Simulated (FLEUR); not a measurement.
# MnPt2 under changes of volume

One of the cells (15.408 Å³/atom); the others are scaled copies at fixed shape and fractional positions:

```xyz
3
Lattice="2.8584 0.0000 0.0000 -1.4292 2.4755 0.0000 0.0000 0.0000 6.5325" Properties=species:S:1:pos:R:3 pbc="T T T"
Pt    1.4292    0.8252    2.0656
Pt    0.0000    1.6503    4.4669
Mn    0.0000    0.0000    0.0000
```

The cell comes from a database or a generator and needn't be the stable form of this composition.

* Program: FLEUR MaX-R8.1 (later development tree)
* Functional: r2SCAN
* Potentials or basis: all-electron
* Basis: FLAPW
* Kmax: 5 1/bohr
* k mesh: 11 × 11 × 4
* Occupations: fermi-dirac, width 0.05 eV
* Spin: collinear spin, ferromagnetic start
* Starting moments: [0.0, 0.0, 4.0] μB

```tsv
volume (Å³/atom)	energy over the lowest point (meV/atom)	moment (μB per cell)
14.483	25.27	4.78
14.791	7.76	4.79
15.408	0.00	4.81
16.024	22.11	4.83
16.332	?	?
```

What does the run at 16.332 Å³/atom give?

Energy over the lowest point 42.17 meV/atom; moment 4.83 μB per cell.

Worked out: A Birch-Murnaghan fit of order 2 (a polynomial in V^(-2/3)) to the other rows has its minimum at 15.24 Å³/atom with B0 = V·E''(V) = 204 GPa at fixed shape and positions, which overstates the stiffness. It gives 42.78 meV/atom at 16.332 Å³/atom, against the run's 42.17. A straight line through the other rows of the moment, of slope 0.0324 μB per Å³/atom, extrapolates to 4.84 μB, against the run's 4.83.

Energies are extrapolated to zero smearing.

Caveats: the meta-GGA is that of a development version, with a GGA for the radial functions and cores and without core tails.
